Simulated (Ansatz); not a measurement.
# Zn₂O₂: energies up the ladder

The task here is to estimate one member of a computed series from the others.

Program: Ansatz 0.2.0. Level of theory: the levels named in each step. These are calculated values, not measurements.

## The structure to begin with

Bond lengths: O1–Zn2 1.826 Å, Zn2–O3 1.826 Å, O1–Zn4 1.826 Å, Zn2–Zn4 2.438 Å, O3–Zn4 1.826 Å. Angles: O1–Zn2–O3 96.2°, O1–Zn2–Zn4 48.1°, O3–Zn2–Zn4 48.1°, Zn2–O1–Zn4 83.8°, Zn2–O3–Zn4 83.8°, O1–Zn4–Zn2 48.1°, O1–Zn4–O3 96.2°, Zn2–Zn4–O3 48.1°.

Coordinates:

```xyz
4

O    -1.2483   -0.4982    0.2024
Zn    0.3587   -1.0780   -0.4418
O     1.2482    0.4983   -0.2024
Zn   -0.3586    1.0780    0.4418
```

Set-up of the first run:

input.yaml reads:

```yaml
crystal:
  periodic: [false, false, false]
  atoms:
    - { symbol: O, position_ang: [-1.24825, -0.49821, 0.20239] }
    - { symbol: Zn, position_ang: [0.35869, -1.07798, -0.44179] }
    - { symbol: O, position_ang: [1.24823, 0.49827, -0.20236] }
    - { symbol: Zn, position_ang: [-0.35863, 1.07801, 0.44178] }
basis:
  gaussian: { orbitals: def2-SVPD }
hamiltonian:
  xc: pbe
  dispersion: d4
relax:
  f_tol: 0.03
  max_steps: 200
```

Started as:

```
$ ansatz run input.yaml --threads 4 --pin off --max-ram 10240MiB --backend cpu --events-out ev --progress --plain --runs-dir out
```

Among the steps run: A rough first relaxation, PBE-D4/def2-SVPD; Relaxation, PBE0-D4/def2-TZVPPD; Frequencies, PBE0-D4/def2-TZVPPD; Single point, PBE-D4/def2-TZVPPD; Single point, r2SCAN-D4/def2-TZVPPD; Single point, B3LYP-D4/def2-TZVPPD; Single point, wB97M-V/def2-TZVPPD; Single point, B2PLYP/def2-TZVPPD; Single point, LDA/def2-TZVPPD; Single point, PBE0-D4/def2-SVPD; Single point, PBE-D4/def2-SVPD; The anion of multiplicity 2 at the same geometry, PBE0-D4/def2-TZVPPD; The anion of multiplicity 2 at the same geometry, PBE-D4/def2-TZVPPD; The anion of multiplicity 2 at the same geometry, r2SCAN-D4/def2-TZVPPD; The anion of multiplicity 2 at the same geometry, B3LYP-D4/def2-TZVPPD; The anion of multiplicity 2 at the same geometry, wB97M-V/def2-TZVPPD; The anion of multiplicity 2 at the same geometry, B2PLYP/def2-TZVPPD.

One table of the session follows, with a row left open; its other results are not shown here.

It belongs to the step «Vertical electron affinity». 

```
                level  vertical electron affinity (eV)
   PBE-D4/def2-TZVPPD                            2.002
r2SCAN-D4/def2-TZVPPD                                ?
 B3LYP-D4/def2-TZVPPD                            2.015
  wB97M-V/def2-TZVPPD                            1.625
   B2PLYP/def2-TZVPPD                            1.815
```

Estimate the missing values for r2SCAN-D4/def2-TZVPPD.

**Answer.** vertical electron affinity (eV): 2.083. In the column «vertical electron affinity (eV)» it is the highest.
